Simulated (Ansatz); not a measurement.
# CH₈GeO₂Si: a ladder of functionals and wavefunction methods

How much do the methods differ for CH₈GeO₂Si? The plan is to run it at one geometry with functionals of several rungs and with coupled cluster. The yardstick is the atomisation energy at the CCSD(T) limit.

Computed with Ansatz 0.2.0, Gaussian basis. Level: functionals in def2-TZVPP, the program's frozen cores in correlated methods.

Levels to be run: PBE-D4, r2SCAN-D4, PBE0-D4, B3LYP-D4, ωB97X-V, ωB97M-V, B2PLYP; CCSD(T)/def2-TZVPP; MP2/def2-QZVPP; extrapolation to the limit.

### 1 Structure used throughout

An earlier PBE0-D4 in a triple-zeta def2 set relaxation fixed the geometry.

SMILES `O[SiH](O)[CH2][GeH3]`, 13 atoms, charge 0, spin multiplicity 1.

Atoms are counted from 1 here; the program's logs count them from 0.

Bond lengths: O1–Si2 1.647 Å, O1–H6 0.958 Å, Si2–O3 1.645 Å, Si2–C4 1.850 Å, Si2–H7 1.483 Å, O3–H8 0.958 Å, C4–Ge5 1.963 Å, C4–H9 1.095 Å, C4–H10 1.094 Å, Ge5–H11 1.539 Å, Ge5–H12 1.535 Å, Ge5–H13 1.540 Å. Angles: Si2–O1–H6 117.5°, O1–Si2–O3 112.1°, O1–Si2–C4 104.7°, O1–Si2–H7 111.0°, O3–Si2–C4 113.7°, O3–Si2–H7 103.3°, C4–Si2–H7 112.2°, Si2–O3–H8 117.7°, Si2–C4–Ge5 113.5°, Si2–C4–H9 110.4°, Si2–C4–H10 109.2°, Ge5–C4–H9 107.6°, Ge5–C4–H10 108.5°, H9–C4–H10 107.4°, C4–Ge5–H11 110.1°, C4–Ge5–H12 110.3°, C4–Ge5–H13 109.8°, H11–Ge5–H12 109.2° and more.

### 2 PBE-D4 (GGA)

Contents of in.yaml:

```yaml
crystal:
  periodic: [false, false, false]
  atoms:
    - {symbol: O, position_ang: [0.431102, -1.833880, 0.373891]}
    - {symbol: Si, position_ang: [1.137780, -0.356481, 0.196998]}
    - {symbol: O, position_ang: [2.313782, -0.093849, 1.317168]}
    - {symbol: C, position_ang: [-0.261723, 0.849055, 0.292066]}
    - {symbol: Ge, position_ang: [-1.698246, 0.482477, -0.993892]}
    - {symbol: H, position_ang: [0.992925, -2.605501, 0.290880]}
    - {symbol: H, position_ang: [1.867778, -0.266320, -1.090259]}
    - {symbol: H, position_ang: [2.051010, -0.049504, 2.237794]}
    - {symbol: H, position_ang: [-0.703849, 0.841947, 1.293363]}
    - {symbol: H, position_ang: [0.119176, 1.857865, 0.109409]}
    - {symbol: H, position_ang: [-1.100896, 0.149071, -2.372798]}
    - {symbol: H, position_ang: [-2.552009, -0.699784, -0.514631]}
    - {symbol: H, position_ang: [-2.596831, 1.724916, -1.139978]}
basis:
  gaussian: {orbitals: def2-TZVPP}
hamiltonian: {xc: pbe, dispersion: d4}
output: {forces: true, orbitals: {seedname: orbitals}}
```

Launch:

```
$ ansatz run in.yaml --threads 2 --pin off --events-out ev --progress --plain --max-ram 22528MiB --backend cuda --devices 0, --max-vram 18GiB
```

The runs that follow: r2SCAN-D4 (meta-GGA); PBE0-D4 (hybrid); B3LYP-D4 (hybrid); ωB97X-V (range-separated); ωB97M-V (range-separated); B2PLYP (double hybrid); CCSD(T) in def2-TZVPP; MP2 in def2-QZVPP.

**Question.** What will the summary of the whole plan be? Wanted: atomisation energy, CCSD(T)/CBS; farthest; mean size of error, hybrid; mean size of error, range-separated; gap, smallest and largest; T1 diagnostic; triples share of the correlation energy.

The runs gave:

```
                                quantity                                 value
         atomisation energy, CCSD(T)/CBS                       1100.2 kcal/mol
functionals within 11.0 kcal/mol (1.0 %)   PBE-D4, r2SCAN-D4, ωB97X-V, ωB97M-V
                                farthest               B2PLYP (-21.0 kcal/mol)
              mean size of error, hybrid                         15.9 kcal/mol
     mean size of error, range-separated                          4.6 kcal/mol
               gap, smallest and largest  6.66 eV (PBE-D4), 13.12 eV (ωB97X-V)
                           T1 diagnostic                                0.0114
 triples share of the correlation energy                                 3.4 %
```

What this shows: PBE-D4 is off by -4.5 kcal/mol. Double hybrids carry the basis error of their MP2 part in triple zeta, and no dispersion term here, so their miss is partly the set-up's. The reference freezes the cores and leaves out relativity and excitations past (T), and its outer-core shells are covered unevenly, so misses under about 11.0 kcal/mol can't be ranked. Hartree-Fock recovers 72 % of the binding; the rest is correlation. The gap grows from 6.7 to 13.1 eV across the functionals, mostly with the share of exact exchange. Correlated methods include outer-core shells of Ge, which these sets cover unevenly.
